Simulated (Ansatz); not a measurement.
This geometry of a periodic cell of 23 atoms, Si$_{6}$SnO$_{16}$ (host SiO2, host structure P4_2/mnm, dopant Sn, one Si atom removed) is a first-order saddle point.

Level of theory: Ansatz, DFT PBE, scalar-relativistic, plane waves, PAW. Settings: PAW set soft_1, cutoff 420 eV, k mesh 2x2x3, gaussian smearing 0.05 eV, no spin polarisation.

```xyz
23
Lattice="-4.1738 -4.1738 0.0000 4.1738 -4.1738 0.0000 0.0000 0.0000 5.3326" Properties=species:S:1:pos:R:3
Si -0.065 -4.100 0.001
Sn 2.463 -2.455 0.001
O 0.809 -2.865 0.759
O 1.006 -0.735 1.336
O -1.301 -4.975 -0.757
O 3.514 -3.401 1.300
Si -0.038 -4.128 2.667
O 1.139 -3.000 2.165
O 0.744 -0.998 3.999
O -1.166 -5.304 3.170
O 3.410 -3.505 4.035
Si 0.180 -0.171 0.001
Si -2.177 -2.141 1.333
O -2.894 -2.868 -0.100
O 0.511 -5.187 1.279
O -1.297 -1.271 0.102
O -1.115 -3.591 1.342
Si 0.123 -0.115 2.667
Si -2.024 -1.988 4.001
O -2.919 -2.851 2.762
O 1.021 -4.676 4.056
O -1.314 -1.247 2.573
O -0.574 -3.051 3.993
```

(1) Which two structures does it join? (They come from a converged band through this point; their orientation in space is the band's.)

(2) How far does it lie above each of them?

Answers

(1) The atom that moves furthest is Sn2, by 2.67 Å; four of its nearest neighbours are O4 1.90, O6 1.90, O8 1.97, O3 1.97 Å at the first end and O9 1.90, O11 1.90, O5 1.97, O3 1.97 Å at the last.

Initial state:

```xyz
23
Lattice="-4.1738 -4.1738 0.0000 4.1738 -4.1738 0.0000 0.0000 0.0000 5.3326" Properties=species:S:1:pos:R:3
Si 0.010 -4.168 -0.023
Sn 2.097 -2.082 1.335
O 1.184 -2.993 -0.155
O 0.752 -0.733 1.336
O -1.163 -5.343 -0.155
O 3.444 -3.428 1.336
Si 0.010 -4.168 2.694
O 1.184 -2.994 2.826
O 0.787 -0.769 4.002
O -1.163 -5.343 2.825
O 3.410 -3.392 4.002
Si 0.012 0.007 -0.019
Si -2.076 -2.081 1.335
O -2.883 -2.887 0.006
O 0.830 -4.986 1.336
O -1.268 -1.274 0.006
O -0.809 -3.350 1.336
Si 0.011 0.007 2.690
Si -2.076 -2.080 4.002
O -2.883 -2.887 2.665
O 0.857 -5.013 4.002
O -1.269 -1.274 2.665
O -0.836 -3.322 4.002
```

Final state:

```xyz
23
Lattice="-4.1738 -4.1738 0.0000 4.1738 -4.1738 0.0000 0.0000 0.0000 5.3326" Properties=species:S:1:pos:R:3
Si 0.000 -4.174 0.025
Sn 2.087 -2.087 -1.333
O 1.174 -3.000 0.158
O 0.777 -0.777 1.333
O -1.174 -5.348 0.158
O 3.397 -3.397 1.333
Si 0.000 -4.174 2.641
O 1.174 -3.000 2.508
O 0.740 -0.740 3.999
O -1.174 -5.348 2.508
O 3.434 -3.434 3.999
Si 0.000 0.000 0.023
Si -2.087 -2.087 1.333
O -2.894 -2.894 -0.003
O 0.846 -5.019 1.333
O -1.280 -1.280 -0.003
O -0.846 -3.328 1.333
Si 0.000 0.000 2.644
Si -2.087 -2.087 3.999
O -2.894 -2.894 2.670
O 0.819 -4.993 3.999
O -1.280 -1.280 2.670
O -0.819 -3.355 3.999
```

(2) 2.78 eV above the first and 2.78 eV above the second. This is the barrier of this one path; another mechanism may lie lower. Limits of this set-up: coarse k mesh, no spin, though dangling bonds at a vacancy may carry it, a small cell, in which the defect meets its images, a typed lattice constant that wasn't relaxed here.

Time of the run: 52 min on 2 threads of Arm Neoverse V2, with other jobs on the host, peak memory 1 GiB.
